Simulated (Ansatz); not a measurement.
# BFH2Se: vertical and adiabatic energies of changing the electron count, by script

Aim: vertical and adiabatic energies of changing the electron count, for BFH2Se, run from a script.

Program: Ansatz 0.2.0 through its Python package. Level of theory: B3LYP+D4/def2-SVP. These are calculated values, not measurements.

### 1 The system

Bond lengths: F1–B2 1.462 Å, B2–Se3 1.992 Å, B2–H4 1.139 Å, Se3–H5 1.509 Å. Angles: F1–B2–Se3 119.4°, F1–B2–H4 123.8°, Se3–B2–H4 116.6°, B2–Se3–H5 91.9°.

The script holds or builds the structure itself.

### 2 Script

The input, bfh2se.py:

```python
"""Vertical and adiabatic ionisation of BFH2Se."""

import itertools

import ansatz as az
from ase.data import atomic_numbers, covalent_radii
import numpy as np

GEOMETRY = """
F    -0.56970   -1.23630    1.18000
B    -0.27610   -0.57220   -0.08940
Se    1.29710    0.64290   -0.21790
H    -0.86030   -0.75480   -1.05030
H     0.45890    1.84680    0.13620
"""


def main() -> None:
    mol = az.Crystal.molecule()
    for line in GEOMETRY.strip().splitlines():
        symbol, *xyz = line.split()
        mol = mol.atom(symbol, [float(v) for v in xyz])

    setup = (
        mol.calculation()
        .basis(gaussian="def2-SVP")
        .functional("B3LYP", dispersion="d4")
    )
    symbols = [site.symbol for site in mol.cartesian_sites]
    start = np.array([site.position_ang for site in mol.cartesian_sites], dtype=float)
    data = setup.relax(force_tolerance=0.01).run(threads=1).report
    end = np.array(data["positions_ang"])

    minimum = az.Crystal.molecule()
    for symbol, place in zip(symbols, end):
        minimum = minimum.atom(symbol, place.tolist())
    ion = minimum.calculation()
    ion = ion.basis(gaussian="def2-SVP")
    ion = ion.functional("B3LYP", dispersion="d4")
    ion = ion.charge(1).spin("collinear", total=1)
    vertical = ion.run(threads=1).report
    settled = ion.relax(force_tolerance=0.01, max_steps=80).run(threads=1).report
    print(f"vertical ionisation energy   {vertical['free_energy_ev'] - data['free_energy_ev']:.3f} eV")
    print(f"adiabatic, no zero point     {settled['free_energy_ev'] - data['free_energy_ev']:.3f} eV")
    print(f"relaxation energy of the ion {vertical['free_energy_ev'] - settled['free_energy_ev']:.3f} eV")
    ionised = np.array(settled["positions_ang"])
    # pairs closer than 1.2 times the sum of covalent radii, before or after
    radius = [covalent_radii[atomic_numbers[s]] for s in symbols]
    span = lambda where, i, j: np.linalg.norm(where[i] - where[j])
    bonded = [(i, j) for i, j in itertools.combinations(range(len(symbols)), 2) if min(span(end, i, j), span(ionised, i, j)) < 1.2 * (radius[i] + radius[j])]
    print("pair        before    after (A)")
    for i, j in bonded:
        print(f"{symbols[i]}{i}-{symbols[j]}{j}".ljust(10), f"{span(end, i, j):8.4f} {span(ionised, i, j):8.4f}")


if __name__ == "__main__":
    main()
```

### 3 The run

Command:

```sh
> python bfh2se.py
```

**Question.** What results will this script give? Wanted: vertical ionisation energy; adiabatic ionisation energy, no zero point.

**Answer**, as computed:

| quantity | value |
| --- | --- |
| vertical ionisation energy | 10.225 eV |
| adiabatic ionisation energy, no zero point | 9.944 eV |
| runs compared | 3 |

In words: The ionisation energy is a difference of two total energies at the neutral geometry; letting the ion relax lowers it by 0.28 eV. Run 1: After 11 moves the largest shift is 0.772 Å, of atom 5 (H). Run 3: After 6 moves the largest shift is 0.129 Å, of atom 2 (B). The energies are electronic: no zero-point or thermal terms, and the basis set is short of its limit. The product may relax into another structure. Each relaxation finds its nearest minimum, which needn't be the lowest. b3lyp holds the VWN-RPA fit, as in Gaussian; the form of ORCA and Turbomole is b3lyp5.
